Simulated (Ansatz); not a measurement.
**CsLiCr2Te2S3 in Ansatz: the effect of Hubbard term**

The system is CsLiCr2Te2S3.

```
Cs Li Cr Te S
1.0
     3.42162   -5.18069    0.00784
     3.42162    5.18069    0.00784
    -2.90411    0.00000    7.43093
Cs Li Cr Te S
1 1 2 2 3
Direct
  0.09374 0.09374 0.00853
  0.58875 0.58875 0.55336
  0.05646 0.46755 0.55790
  0.46755 0.05646 0.55790
  0.56486 0.87357 0.29035
  0.87357 0.56486 0.29035
  0.81151 0.39697 0.73347
  0.39697 0.81151 0.73347
  0.21404 0.21404 0.48371
```

The cell was built by a generator and needn't be a form met in nature.

Alike in all runs:

```yaml
Program: Ansatz 0.2.0
Task: projected density of states
Functional: PBE
Potentials_or_basis: Ansatz PAW
Cutoff: 420 eV
Density_cutoff: 1680 eV
k_mesh: 5 × 5 × 4
Occupations: fermi-dirac, width 0.05 eV
Spin: collinear spin, ferromagnetic start
Starting_moments: "[0.0, 0.0, 3.0, 3.0, 0.0, 0.0, 0.0, 0.0, 0.0] μB"
Hubbard_projectors: ortho-atomic (the default)
Double_counting: fll (the default)
```

One run gave: pressure 3.6 GPa; moment 5.59 μB; largest force 1.94 eV/Å. Which Hubbard term did it use?
A. Cr d U = 2 eV
B. Cr d U = 4 eV
C. Cr d U = 8 eV
D. Cr d U = 6 eV

B.

| Hubbard term | pressure (GPa) | moment (μB) | largest force (eV/Å) |
| --- | --- | --- | --- |
| Cr d U = 2 eV | 1.8 | 4.72 | 0.82 |
| Cr d U = 4 eV | 3.6 | 5.59 | 1.94 |
| Cr d U = 6 eV | 5.0 | 5.97 | 2.64 |
| Cr d U = 8 eV | 6.3 | 6.07 | 3.02 |

Caveats: the magnetic or orbital state may not be the lowest; only a ferromagnetic start was run, and an antiferromagnetic order may lie lower in energy; the density of states is complete only up to the lowest level of the last band computed; forces of over 1 eV/Å show positions far from the minimum, so gaps and moduli don't describe the material at rest (some runs).

Not every run made on this cell is shown here.
